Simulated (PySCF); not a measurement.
# C2H11BN2: the cost of one run

The runs use PySCF 2.14.0, with density-fitted response routines of our own; the level of theory stands in each step. All values are computed, except where a source is named. Atoms count from 0, in the outputs and in this text.

## Step 1: The starting structure

16 atoms, charge 0, multiplicity 1; geometry from: GFN2-xTB. The atoms were then displaced at random by about 0.01 Å, so the start is not that level's minimum.

Bonds of the start (Å): C0–C1 1.56, C1–B2 1.64, B2–N3 1.45, B2–N4 1.74, C0–H5 1.07, C0–H6 1.10, C0–H7 1.06, C1–H8 1.11, C1–H9 1.10, B2–H10 1.17, N3–H11 1.01, N3–H12 1.05, N4–H13 0.99, N4–H14 1.02, N4–H15 1.00.

## Step 2: Geometry optimisation at PBE0-D3(BJ)/def2-SVP

The job: settings as JSON, then the geometry in Å.

```
{"job": {"xc": "PBE0", "basis": "def2-SVP", "d3": "d3bj", "grid": 1, "shake": 0.01, "kind": "geom"}, "charge": 0, "multiplicity": 1}
C      1.978930    -0.120330    -0.177200
C      0.749920     0.543890     0.508870
B     -0.677770     0.417360    -0.292230
N     -1.820510     0.848180     0.481420
N     -0.919670    -1.297680    -0.424460
H      2.883250     0.141900     0.338100
H      2.055650     0.267700    -1.202540
H      1.882480    -1.175370    -0.219970
H      0.675890     0.140360     1.541870
H      0.976550     1.608170     0.651460
H     -0.651580     0.765660    -1.413970
H     -1.693990     1.131020     1.446380
H     -2.501470     1.517130     0.036640
H     -0.214700    -1.713540    -0.978460
H     -0.906580    -1.674100     0.527670
H     -1.835450    -1.402720    -0.812820
```

Command:

```bash
> OMP_NUM_THREADS=1 python probes_run.py task.json out
```

The driver reads the jobs from task.json and runs them one after another.

**Question.** How long does this first job take on 1 thread of Arm Neoverse V1, shared host, and how much memory does it need?

About 65 s, with a peak of 0.5 GiB.
